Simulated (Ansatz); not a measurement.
**GaHClOF (SMILES [OH][Ga]([F])[Cl]): B3LYP/def2-SVPD**

Aim: the energy change on altering one bond length of GaHClOF at B3LYP/def2-SVPD, from 2 runs. 

Program for the calculation: Ansatz 0.2.0.

93 further runs of the same task are left out: 93 set aside as unsound or not needed. Runs told in other sessions of the task aren't counted.

## (1) The molecule

GaHClOF: 5 atoms, total charge 0, spin state singlet. As SMILES, `[OH][Ga]([F])[Cl]`. Geometry: relaxed at PBE0-D4/def2-TZVP. This is one conformer, not always the lowest.

Bond lengths: O1–Ga2 1.761 Å, Ga2–F3 1.733 Å, Ga2–Cl4 2.115 Å, O1–H5 0.961 Å. Angles: O1–Ga2–F3 117.4°, O1–Ga2–Cl4 124.1°, F3–Ga2–Cl4 118.5°, Ga2–O1–H5 113.2°.

## (2) The energy at B3LYP/def2-SVPD

File input.yaml:

```yaml
basis:
  gaussian:
    orbitals: def2-SVPD
crystal:
  periodic: [false, false, false]
  atoms:
    - {symbol: O, position_ang: [-0.411400, -1.212900, 0.567400]}
    - {symbol: Ga, position_ang: [0.024700, 0.194000, -0.397200]}
    - {symbol: F, position_ang: [-0.341800, 0.143700, -2.089800]}
    - {symbol: Cl, position_ang: [0.960300, 1.923100, 0.382300]}
    - {symbol: H, position_ang: [-0.182000, -1.121400, 1.495800]}
output:
  orbitals: {seedname: orbitals}
hamiltonian:
  xc: {name: B3LYP}
accuracy: high
```

Launch:

```bash
$ ansatz run input.yaml --threads 1 --pin off --max-ram 3480MiB --events-out events.jsonl --progress --plain --runs-dir runs
```

What it wrote:

```text
Warning: RAYON_NUM_THREADS=1 ignored (pool sized by the plan → 1); use --threads N
Functional definition: B3LYP
  name "B3LYP"
  parameter a0 = 0.2
  parameter ax = 0.72
  parameter ac = 0.81
  exchange = (1 - a0 - ax)*slater_x + ax*b88_x + a0*exact_x
  correlation = (1 - ac)*vwn_rpa_c + ac*lyp_c
2245 factors; integrals over basis functions are off by at most 4.4e-9 eV
mean field evaluation 1: about -69663.3869 eV, gradient 7.2e1 eV
mean field evaluation 2: about -69621.7500 eV, gradient 1.6e2 eV
mean field evaluation 4: about -69671.8362 eV, gradient 1.3e1 eV
mean field evaluation 8: about -69672.1829 eV, gradient 9.0e-1 eV
mean field evaluation 16: about -69672.1844 eV, gradient 1.0e-4 eV
mean field -69672.18438973 eV, -2560.4055508199 hartree, gradient 3.9e-8 eV, S^2 0.000000; 0 other end points of the search recorded, 0 dependent functions left out
reference -69672.18442593 eV, -2560.4055521503 hartree; 33, 33 occupied and 86, 86 virtual orbitals, 2245 factors
Total energy: -69672.18442593 eV, -2560.4055521503 hartree
```

Wall time 13 s (1 thread of Arm Neoverse V2, shared host); peak memory 0.46 GiB.

## (3) The distorted shape

File job.yaml:

```yaml
basis:
  gaussian:
    orbitals: def2-SVPD
crystal:
  periodic: [false, false, false]
  atoms:
    - symbol: O
      position_ang: [-0.445812, -1.226626, 0.428133]
    - symbol: Ga
      position_ang: [-0.009712, 0.180274, -0.536467]
    - symbol: F
      position_ang: [-0.376212, 0.129974, -2.229067]
    - symbol: Cl
      position_ang: [0.925888, 1.909374, 0.243033]
    - symbol: H
      position_ang: [-0.182000, -1.121400, 1.495800]
hamiltonian:
  xc: {name: B3LYP}
accuracy: high
output: {orbitals: {seedname: orbitals}}
```

Launch:

```bash
$ ansatz run job.yaml --threads 1 --pin off --max-ram 3480MiB --events-out events.jsonl --progress --plain --runs-dir runs
```

What it wrote, cut to the lines that bear on the results:

```text
Warning: RAYON_NUM_THREADS=1 ignored (pool sized by the plan → 1); use --threads N
[... 7 set-up lines as earlier in the session ...]
2254 factors; integrals over basis functions are off by at most 3.9e-9 eV
mean field evaluation 1: about -69663.1022 eV, gradient 7.2e1 eV
mean field evaluation 2: about -69618.2040 eV, gradient 1.6e2 eV
mean field evaluation 4: about -69671.4623 eV, gradient 1.3e1 eV
mean field evaluation 8: about -69671.8162 eV, gradient 8.7e-1 eV
mean field evaluation 16: about -69671.8176 eV, gradient 1.2e-4 eV
mean field -69671.81761025 eV, -2560.3920719226 hartree, gradient 3.3e-8 eV, S^2 0.000000; 0 other end points of the search recorded, 0 dependent functions left out
reference -69671.81764666 eV, -2560.3920732605 hartree; 33, 33 occupied and 86, 86 virtual orbitals, 2254 factors
Total energy: -69671.81764666 eV, -2560.3920732605 hartree
```

Wall time 13 s (1 thread of Arm Neoverse V2, shared host); peak memory 0.46 GiB.

## (4) Results

At B3LYP/def2-SVPD:

```
                                                         quantity           value
                                        first shape: total energy  -2560.40555 Eh
                                         first shape: HOMO energy        -9.52 eV
                                         first shape: LUMO energy        -2.29 eV
                                       first shape: HOMO–LUMO gap         7.23 eV
                                    distorted shape: total energy  -2560.39207 Eh
                                     distorted shape: HOMO energy        -9.47 eV
                                     distorted shape: LUMO energy        -2.34 eV
                                   distorted shape: HOMO–LUMO gap         7.13 eV
energy change with the O1–H5 bond stretched from 0.961 to 1.105 Å        0.367 eV
```

With the O1–H5 bond stretched from 0.961 to 1.105 Å the energy rises by 0.37 eV (35.4 kJ/mol). The first shape isn't relaxed at this level, so the change isn't measured from a minimum.
